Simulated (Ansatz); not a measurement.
# Si2H3F2 radical: basis-set convergence

Aim: see how fast density functionals converge with the basis set for Si2H3F2 radical.

Computed with Ansatz 0.2.0, Gaussian basis. Level: one geometry, several basis sets.

Plan: PBE0-D4/def2-SVP; ωB97M-V/def2-SVP; PBE0-D4/def2-QZVPP; ωB97M-V/def2-QZVPP; the functionals' def2-TZVPP values are taken from earlier runs.

### Step 1. The geometry

All runs share one geometry, relaxed beforehand with PBE0-D4 in a triple-zeta def2 set.

SMILES `F[SiH](F)[SiH2]`, 7 atoms, charge 0, spin multiplicity 2.

Atoms are counted from 1 here; the program's logs count them from 0.

Bond lengths: F1–Si2 1.593 Å, Si2–F3 1.592 Å, Si2–Si4 2.324 Å, Si2–H5 1.480 Å, Si4–H6 1.486 Å, Si4–H7 1.486 Å. Angles: F1–Si2–F3 106.3°, F1–Si2–Si4 112.7°, F1–Si2–H5 107.3°, F3–Si2–Si4 108.4°, F3–Si2–H5 108.2°, Si4–Si2–H5 113.6°, Si2–Si4–H6 113.7°, Si2–Si4–H7 115.5°, H6–Si4–H7 111.5°.

### Step 2. PBE0-D4 in def2-SVP

in.yaml reads:

```yaml
crystal:
  periodic: [false, false, false]
  atoms:
    - {symbol: F, position_ang: [-0.375529, -1.578787, 1.205948]}
    - {symbol: Si, position_ang: [0.600416, -0.645392, 0.361046]}
    - {symbol: F, position_ang: [1.259452, -1.577365, -0.748619]}
    - {symbol: Si, position_ang: [-0.517548, 1.089508, -0.706295]}
    - {symbol: H, position_ang: [1.670432, -0.186410, 1.274491]}
    - {symbol: H, position_ang: [-0.987897, 2.155035, 0.217068]}
    - {symbol: H, position_ang: [-1.588127, 0.675408, -1.649340]}
basis:
  gaussian: {orbitals: def2-SVP}
magnetization: {spin_polarized: true, initial_magnetization: 1}
hamiltonian: {xc: pbe0, dispersion: d4}
output: {orbitals: {seedname: orbitals}}
```

The runs that follow: ωB97M-V in def2-SVP; PBE0-D4 in def2-QZVPP; ωB97M-V in def2-QZVPP.

**Question.** What will the summary of the whole plan be? Wanted: PBE0-D4: double and triple zeta above quadruple; ωB97M-V: double and triple zeta above quadruple.

**Answer**, as computed:

```
                                       quantity           value
PBE0-D4: double and triple zeta above quadruple  13.61, 0.85 eV
ωB97M-V: double and triple zeta above quadruple  13.70, 0.80 eV
```

In words: For PBE0-D4 the step from double to triple zeta gains 12.76 eV and the next only 0.85 eV. These are total energies; as a rule much of such shifts cancels in differences, which this series doesn't test.
